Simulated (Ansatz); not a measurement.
Crystal: Li2Nb.

```xyz
3
Lattice="2.7809 0.0000 0.0000 -1.3905 2.4084 0.0000 0.0000 0.0000 5.5885" Properties=species:S:1:pos:R:3 pbc="T T T"
Li    0.0000    0.0000    0.8974
Li    0.0000    0.0000    4.6912
Nb    0.0000    0.0000    2.7943
```

The cell was built by a generator and needn't be a form met in nature.

```yaml
Program: Ansatz 0.2.0
Task: single point
Functional: PBE
Potentials_or_basis: all-electron LAPW, scalar-relativistic
Cutoff: 371 eV (chosen from the basis error)
Basis_error_allowed: 0.001 eV/atom
k_mesh: 11 × 11 × 5
Occupations: fermi-dirac, width 0.05 eV
Spin: no spin polarisation
```

On this cell: pressure 33.2 GPa; largest force 3.405 eV/Å; band gap on the k mesh none (metal or under the smearing width).

The same run follows on a disturbed copy (atoms moved at random, drawn with an rms of 0.05 Å):

```xyz
3
Lattice="2.7809 0.0000 0.0000 -1.3905 2.4084 0.0000 0.0000 0.0000 5.5885" Properties=species:S:1:pos:R:3 pbc="T T T"
Li   -0.0283   -0.0316    0.9065
Li    0.0022   -0.0141    4.6855
Nb   -0.0604   -0.0130    2.7954
```

Problem. What does the disturbed cell give?

Solution. The energy (extrapolated to zero smearing) moves by +13.2 meV/atom; pressure 33.5 GPa; largest force 3.574 eV/Å; band gap on the k mesh none (metal or under the smearing width).

Forces in eV/Å, atoms in the order of the input:
```
Li   0.111 -0.093 -3.571
Li   0.289  0.010  3.539
Nb  -0.400  0.083  0.031
```

Stress tensor (GPa, compression positive):
```
 -0.01  -0.01   0.48
 -0.01  -0.10   0.28
  0.48   0.28 100.50
```

Caveats: a pressure of tens of GPa on the cell as given is suspect, and the run, the potentials or the cell itself is likely at fault (some runs); forces of over 1 eV/Å show positions far from the minimum, so gaps and moduli don't describe the material at rest (some runs).
